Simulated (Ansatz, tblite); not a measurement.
# MoOCl4 (MoCl4O): rung by rung

One table from this session's results is given with a row withheld; the runs are named, their logs left out.

The runs use Ansatz 0.2.0, Gaussian basis; as each input shows.

Plan: GFN1-xTB, GFN2-xTB, PBE-D4/def2-TZVP, r2SCAN-D4/def2-TZVP, B97M-V/def2-TZVP, HF/def2-TZVP, CAM-B3LYP-D4/def2-TZVP, PBE-D4/def2-SVP, PBE0-D4/def2-SVP, CCSD(T)/def2-SVP, MP2/def2-TZVP, RPA/def2-TZVP.

2 further runs of the same task are left out: 2 set aside as unsound or not needed.

### The geometry

The singlet was relaxed beforehand with PBE-D4/def2-SVP.

6 atoms, charge 0, spin multiplicity 1.

Bond lengths: Mo1–O2 1.663 Å, Mo1–Cl3 2.310 Å, Mo1–Cl4 2.310 Å, Mo1–Cl5 2.310 Å, Mo1–Cl6 2.310 Å. Angles: O2–Mo1–Cl3 103.6°, O2–Mo1–Cl4 103.6°, O2–Mo1–Cl5 103.6°, O2–Mo1–Cl6 103.6°, Cl3–Mo1–Cl4 86.8°, Cl3–Mo1–Cl5 152.9°, Cl3–Mo1–Cl6 86.8°, Cl4–Mo1–Cl5 86.8°, Cl4–Mo1–Cl6 152.8°, Cl5–Mo1–Cl6 86.8°.

Formally the metal is d0. Mo takes a core potential in the def2 sets. No spin-orbit coupling is included.

PBE0-D4/def2-TZVP was run before; its log isn't repeated, and its numbers join the tables.

Set-up of the first run:

Tight binding, by tblite at 300 K electronic temperature and without a spin-polarisation term:

```python
tblite.interface.Calculator('GFN1-xTB', numbers, positions, charge=0, uhf=0).singlepoint()
```

Tight binding, by tblite at 300 K electronic temperature and without a spin-polarisation term:

```python
tblite.interface.Calculator('GFN2-xTB', numbers, positions, charge=0, uhf=0).singlepoint()
```

start.molden holds the orbitals of an earlier run on this state, given as this run's starting guess.

The input, in.yaml:

```yaml
crystal:
  periodic: [false, false, false]
  atoms:
    - {symbol: Mo, position_ang: [0.000057, -0.000286, 0.084574]}
    - {symbol: O, position_ang: [0.001058, -0.005934, 1.748024]}
    - {symbol: Cl, position_ang: [2.245304, 0.014150, -0.458215]}
    - {symbol: Cl, position_ang: [-0.012825, 2.246364, -0.451893]}
    - {symbol: Cl, position_ang: [-2.245877, -0.011040, -0.455395]}
    - {symbol: Cl, position_ang: [0.012293, -2.243256, -0.467085]}
basis:
  gaussian: {orbitals: def2-TZVP, initial_orbitals: start.molden}
hamiltonian: {xc: pbe, dispersion: d4}
scf: {omitted_lower_state_checks: [starts]}
output: {orbitals: {seedname: orbitals}}
```

Run with:

```
$ ansatz run in.yaml --threads 2 --pin off --events-out ev --progress --plain --max-ram 32768MiB --backend cpu
```

Among the steps run: PBE-D4/def2-TZVP; r2SCAN-D4/def2-TZVP; B97M-V/def2-TZVP; HF/def2-TZVP; CAM-B3LYP-D4/def2-TZVP; PBE-D4/def2-SVP; PBE0-D4/def2-SVP; CCSD(T)/def2-SVP; MP2/def2-TZVP; RPA/def2-TZVP.

One table of the session follows, with a row left open; its other results are not shown here.

It belongs to the step «Binding energy». 

```
                 level  binding an atom (eV)
           HF/def2-SVP                 1.245
          HF/def2-TZVP                 1.278
       PBE-D4/def2-SVP                     ?
      PBE-D4/def2-TZVP                 3.703
   r2SCAN-D4/def2-TZVP                 3.467
      B97M-V/def2-TZVP                 3.437
      PBE0-D4/def2-SVP                 3.328
     PBE0-D4/def2-TZVP                 3.295
CAM-B3LYP-D4/def2-TZVP                 3.259
         RPA/def2-TZVP                 3.035
          MP2/def2-SVP                 3.403
         MP2/def2-TZVP                 3.651
         CCSD/def2-SVP                 2.775
      CCSD(T)/def2-SVP                 3.026
```

Estimate the missing values for PBE-D4/def2-SVP.

The run gave: binding an atom (eV): 3.774. In the column «binding an atom (eV)» it is the highest.

To keep in mind: Free atoms were run apart at each level; binding is atoms less cluster, divided by the number of atoms, without zero-point or spin-orbit terms.
